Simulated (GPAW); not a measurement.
Wanted: an ASE script for a GPAW 26.7.0 run.

| Property | Result |
| --- | --- |
| Task | single point |
| Functional | PBE |
| Potentials or basis | GPAW PAW data sets (gpaw-data 1.2.1) |
| Cutoff | 500 eV |
| Basis | pw |
| k mesh | 6 × 6 × 6 |
| Occupations | fermi-dirac, width 0.05 eV |
| Spin | no spin polarisation |
| Maxiter | 120 |
| Convergence | default |

The structure of BiTe lies in BiTe.xyz:

```xyz
2
Lattice="0.0000000000 3.2350000000 3.2350000000 3.2350000000 0.0000000000 3.2350000000 3.2350000000 3.2350000000 0.0000000000" Properties=species:S:1:pos:R:3 pbc="T T T"
Bi     0.0000000000      0.0000000000      0.0000000000
Te     3.2350000000      3.2350000000      3.2350000000
```

These files were run (other wordings do the same):

run.py

```python
from ase.dft.bandgap import bandgap
from ase.io import read, write
from ase.units import GPa
from gpaw import GPAW, PW

atoms = read('BiTe.xyz')

calc = GPAW(mode=PW(500),
            xc='PBE',
            kpts={'size': (6, 6, 6), 'gamma': True},
            occupations={'name': 'fermi-dirac', 'width': 0.05},
            nbands=20,
            maxiter=120,
            txt='gpaw.txt')
atoms.calc = calc
energy = atoms.get_potential_energy()
forces = atoms.get_forces()
stress = atoms.get_stress()
calc.write('gs.gpw')
write('result.traj', atoms)
print(f'Energy: {energy:.6f} eV')
print('Forces (eV/A):')
print(forces.round(4))
print('Stress (GPa):', (stress / GPa).round(3))
print('Fermi level:', round(calc.get_fermi_level(), 4), 'eV')
print(f'Gap: {bandgap(calc)[0]:.4f} eV, direct: {bandgap(calc, direct=True)[0]:.4f} eV')
```

Potentials or basis: GPAW PAW data sets (gpaw-data 1.2.1), pw.

Launch:

```bash
$ OMP_NUM_THREADS=1 python run.py
```

Results of the run:

```json
{"Pressure": "0.7 GPa", "Band gap on the k mesh": "none (metal or under the smearing width)"}
```

Caveat: the cutoff is short for stress and forces, so pressures can be off by a GPa or more; spin-orbit coupling is left out, which moves the levels of the heavy elements.

Wall time 8.5 s on 1 thread of AMD EPYC 7R13 Processor (Zen 3) (shared host), peak memory 0.16 GiB.
